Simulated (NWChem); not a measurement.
# C2H2FSi (SMILES C#C[SiH]F) at 6 levels

Wanted: a comparison of 6 runs (UHF/def2-SVPD, UM06-2X/def2-SVPD, UB3LYP/6-31G*, UB3LYP/def2-SVPD, UPBE0/def2-SVPD, UMP2/def2-SVPD) of C2H2FSi. 

The calculation is run with NWChem 7.3.0.

## Step 1: Starting point

C2H2FSi has 6 atoms, charge 0, and is taken as a doublet. As SMILES, `C#C[SiH]F`. Geometry: relaxed at PBE0-D4/def2-TZVP.

Bond lengths: C1–C2 1.209 Å, C2–Si3 1.806 Å, Si3–F4 1.599 Å, C1–H5 1.066 Å, Si3–H6 1.485 Å. Angles: C1–C2–Si3 173.2°, C2–Si3–F4 109.8°, C2–C1–H5 179.1°, C2–Si3–H6 111.2°, F4–Si3–H6 108.3°.

## Step 2: Energy and forces at UHF/def2-SVPD (run 1)

run.nw

```
START run
memory total 2200 mb
GEOMETRY units angstroms noautosym nocenter noautoz
 C     0.118100   -0.680000   -1.605700
 C     0.120400   -0.213700   -0.490100
 Si    0.338300    0.466700    1.168800
 F    -0.478000   -0.412300    2.226800
 H     0.100300   -1.089200   -2.590300
 H    -0.157100    1.864400    1.244300
END
BASIS "ao basis" spherical bse
 * library def2-SVPD
END
SCF
 doublet
 uhf
 thresh 1e-08
 maxiter 80
END
TASK scf gradient
```

The run is started by

```
nwchem run.nw > run.out
```

The program printed:

```text
[...]
  functions       =   103
[...]
  wavefunction    = UHF
[...]
         Total SCF energy =   -465.011800270926
      One electron energy =   -902.266125100160
      Two electron energy =    306.678314670049
 Nuclear repulsion energy =    130.576010159185
                       Sz =      0.5000
                 Sz(Sz+1) =      0.7500
                      S^2 =      0.8198
[...]
                         UHF ENERGY GRADIENTS
    atom               coordinates                        gradient
                 x          y          z           x          y          z
   1 C       0.223177  -1.285014  -3.034333    0.000264  -0.004363  -0.009669
   2 C       0.227523  -0.403834  -0.926155    0.000900   0.008771   0.019047
   3 Si      0.639294   0.881935   2.208712   -0.007805  -0.015937   0.000675
   4 F      -0.903289  -0.779134   4.208042    0.007736   0.007990  -0.009396
   5 H       0.189540  -2.058290  -4.894957    0.000006  -0.000154  -0.000474
   6 H      -0.296876   3.523205   2.351386   -0.001102   0.003692  -0.000185
[...]
```

It took 38 s on 1 thread of AMD EPYC 9R45 (Zen 5), shared host; peak memory 0.1 GiB.

## Step 3: Energy and gradient at UM06-2X/def2-SVPD (run 2)

work.nw

```
start work
title "C2H2FSi M06-2X"
memory stack 880 mb heap 220 mb global 1100 mb

geometry units angstroms noautosym nocenter noautoz
  C        0.118100      -0.680000      -1.605700
  C        0.120400      -0.213700      -0.490100
  Si       0.338300       0.466700       1.168800
  F       -0.478000      -0.412300       2.226800
  H        0.100300      -1.089200      -2.590300
  H       -0.157100       1.864400       1.244300
end

basis spherical bse
  * library def2-SVPD
end

dft
  xc m06-2x
  mult 2
  grid fine
  convergence energy 1e-08
  maxiter 100
  mulliken
  print low
end

task dft gradient
```

The run is started by

```
nwchem work.nw > work.out
```

The program printed:

```text
[...]
 d= 0,ls=0.0,diis     1   -466.3182219506 -5.97D+02  1.23D-02  1.31D-01     1.9
[...]
 d= 0,ls=0.0,diis    12   -466.3897732558 -2.57D-09  6.39D-07  5.48D-10    20.5
[...]
         Total DFT energy =     -466.389773255827
      One electron energy =     -902.583727003626
           Coulomb energy =      348.436205241481
    Exchange-Corr. energy =      -42.818261652867
 Nuclear repulsion energy =      130.576010159185
[...]
      Total Density - Mulliken Population Analysis
     ---------------------------------------------
    Atom       Charge   Shell Charges
 -----------   ------   -------------------------------------------------------
    1 C    6     6.77   1.99  0.93  1.60  0.09  1.99  0.17  0.02 -0.02
    2 C    6     5.15   1.99  0.94  0.07 -0.29  2.02  0.49  0.02 -0.10
    3 Si  14    13.44   2.00  1.98  1.05  0.09  0.09  5.93  1.16  0.78  0.29  0.07
    4 F    9     9.61   1.99  1.12  0.80  0.13  3.34  2.04  0.18  0.00  0.01
    5 H    1     1.05   0.75  0.29  0.03 -0.01
    6 H    1     0.98   0.73  0.23  0.01  0.01
[...]
      <S2> =      0.7538 (Exact =     0.7500)
                         DFT ENERGY GRADIENTS
    atom               coordinates                        gradient
                 x          y          z           x          y          z
   1 C       0.223177  -1.285014  -3.034333    0.000154   0.002613   0.006913
   2 C       0.227523  -0.403834  -0.926155    0.000633  -0.002140  -0.006380
   3 Si      0.639294   0.881935   2.208712   -0.014096  -0.017839   0.010143
   4 F      -0.903289  -0.779134   4.208042    0.013194   0.013718  -0.016427
   5 H       0.189540  -2.058290  -4.894957    0.000145   0.002490   0.005874
   6 H      -0.296876   3.523205   2.351386   -0.000030   0.001157  -0.000123
 Task  times  cpu:       27.1s     wall:       27.1s
 Total times  cpu:       27.1s     wall:       27.1s
```

It took 28 s on 1 thread of AMD EPYC 9R45 (Zen 5), shared host; peak memory 0.13 GiB.

Runs 3 to 5 aren't shown in full; the table further down has their settings and results.

## Step 4: Energy and gradient at UMP2/def2-SVPD (run 6)

run.py

```python
from ase import Atoms
from ase.calculators.nwchem import NWChem

molecule = Atoms('CCSiFHH', positions=[
    [0.118100, -0.680000, -1.605700],
    [0.120400, -0.213700, -0.490100],
    [0.338300, 0.466700, 1.168800],
    [-0.478000, -0.412300, 2.226800],
    [0.100300, -1.089200, -2.590300],
    [-0.157100, 1.864400, 1.244300],
])

calc = NWChem(
    label='c2h2fsi',
    theory='mp2',
    memory='2200 mb',
    basis='def2-SVPD',
    basispar='spherical bse',
    scf={'nopen': '1', 'uhf': None, 'thresh': '1e-08', 'maxiter': '80'},
    mp2={'freeze': 'core 8', 'tight': None},
)
molecule.calc = calc

forces = molecule.get_forces()
print("Total energy (eV):", round(molecule.get_potential_energy(), 6))
print("forces (eV/A):")
for s, f in zip(molecule.symbols, forces):
    print(f"{s:2s} {f[0]:10.5f} {f[1]:10.5f} {f[2]:10.5f}")
```

The run is started by

```
export ASE_NWCHEM_COMMAND="nwchem PREFIX.nwi > PREFIX.nwo"
python run.py
```

The program printed:

```text
Total energy (eV): -12667.931172
forces (eV/A):
C    -0.14918    0.92282    2.07072
C     0.09112   -1.25604   -2.74280
Si    1.09868    1.45483   -0.13051
F    -0.96416   -0.96200    1.11961
H    -0.01800   -0.12429   -0.30653
H    -0.05847   -0.03528   -0.01044
```

The calculator wrote c2h2fsi.nwi:

```
title "c2h2fsi"

permanent_dir c2h2fsi

scratch_dir c2h2fsi

start c2h2fsi

geometry units angstrom nocenter noautosym noautoz
  C  1.1810000000000000e-01 -6.8000000000000005e-01 -1.6056999999999999e+00
  C  1.2039999999999999e-01 -2.1370000000000000e-01 -4.9009999999999998e-01
  Si 3.3829999999999999e-01 4.6670000000000000e-01 1.1688000000000001e+00
  F  -4.7799999999999998e-01 -4.1230000000000000e-01 2.2267999999999999e+00
  H  1.0030000000000000e-01 -1.0891999999999999e+00 -2.5903000000000000e+00
  H  -1.5709999999999999e-01 1.8644000000000001e+00 1.2443000000000000e+00
end

memory 2200 mb

basis spherical bse noprint
   * library def2-SVPD
end

scf
  nopen 1
  uhf
  thresh 1e-08
  maxiter 80
end
mp2
  freeze core 8
  tight
end

task mp2 gradient
```

c2h2fsi.nwo:

```text
Northwest Computational Chemistry Package (NWChem) 7.3.0
             --------------------------------------------------------

           Job information
           ---------------

    nwchem branch   = 7.3.0
    use scalapack   = T
    input           = c2h2fsi.nwi
    prefix          = c2h2fsi.
    data base       = c2h2fsi/c2h2fsi.db
    status          = startup
    nproc           =        1

           Memory information
           ------------------

    heap     =     72089598 doubles =      550.0 Mbytes
    stack    =     72089595 doubles =      550.0 Mbytes
    global   =    144179200 doubles =     1100.0 Mbytes (distinct from heap & stack)
    total    =    288358393 doubles =     2200.0 Mbytes
    verify   = yes
    hardfail = no

[... 129 lines left out ...]
         Quadratically convergent UHF
[... 18 lines left out ...]
         Total SCF energy =   -465.011800270926
[... 2 lines left out ...]
 Nuclear repulsion energy =    130.576010159185
[... 75 lines left out ...]
                    UHF Final Alpha Molecular Orbital Analysis
[... 755 lines left out ...]
                Dipole Moments (a.u.)
[... 221 lines left out ...]
  MP2 natural orbitals output to c2h2fsi/c2h2fsi.mp2nos
[... 12 lines left out ...]
                 ----------------------------------------
                 |  Time  |  1-e(secs)   |  2-e(secs)   |
                 ----------------------------------------
                 |  CPU   |       0.01   |       3.79   |
                 ----------------------------------------
                 |  WALL  |       0.01   |       3.79   |
                 ----------------------------------------
 -----------------------
 Task  times  cpu:       64.2s     wall:       64.2s
 Total times  cpu:       64.2s     wall:       64.2s
```

It took 65 s on 1 thread of AMD EPYC 9R45 (Zen 5), shared host; peak memory 0.36 GiB.

## Step 5: Overview of the runs

```
run                                level  iteration cap  module  energy (Eh)  dipole moment (D)  HOMO energy (eV)  LUMO energy (eV)  wall time
  1                        UHF/def2-SVPD             80     scf  -465.011800               1.99             -9.52              1.01       38 s
  2                    UM06-2X/def2-SVPD            100     dft  -466.389773                  –                 –                 –       28 s
  3  UB3LYP/6-31G* (spherical functions)            100     dft  -466.681626               1.72             -5.89             -2.89       23 s
  4                     UB3LYP/def2-SVPD            100     dft  -466.495351               1.75             -6.20             -3.16       24 s
  5                      UPBE0/def2-SVPD            100     dft  -466.158049               1.76             -6.48             -2.76       23 s
  6                       UMP2/def2-SVPD             80     mp2  -465.537888               1.77             -9.52              1.01       65 s
```

## Step 6: Outcome

| quantity | value |
| --- | --- |
| run 6: total energy | -465.53789 Eh |
| run 6: dipole moment (of the density that the program reports) | 1.77 D |
| run 6: HOMO energy (Hartree–Fock orbitals) (highest over α and β) | -9.52 eV |
| run 6: LUMO energy (Hartree–Fock orbitals) (lowest over α and β) | 1.01 eV |
| run 6: correlation energy (8 core orbitals frozen) | -526.1 mEh |
| run 6: ⟨S²⟩ of the reference determinant | 0.820 |
| run 6: largest force on an atom | 3.018 eV/Å |

**Reading.** Over runs 1, 3, 4, 5, 6 the dipole moment (its size) runs from 1.72 D (UB3LYP/6-31G*) to 1.99 D (UHF/def2-SVPD). The two ends differ in method and basis. Totals of different functionals can't be ranked against each other. All runs together took 3.3 min, the longest 65 s.
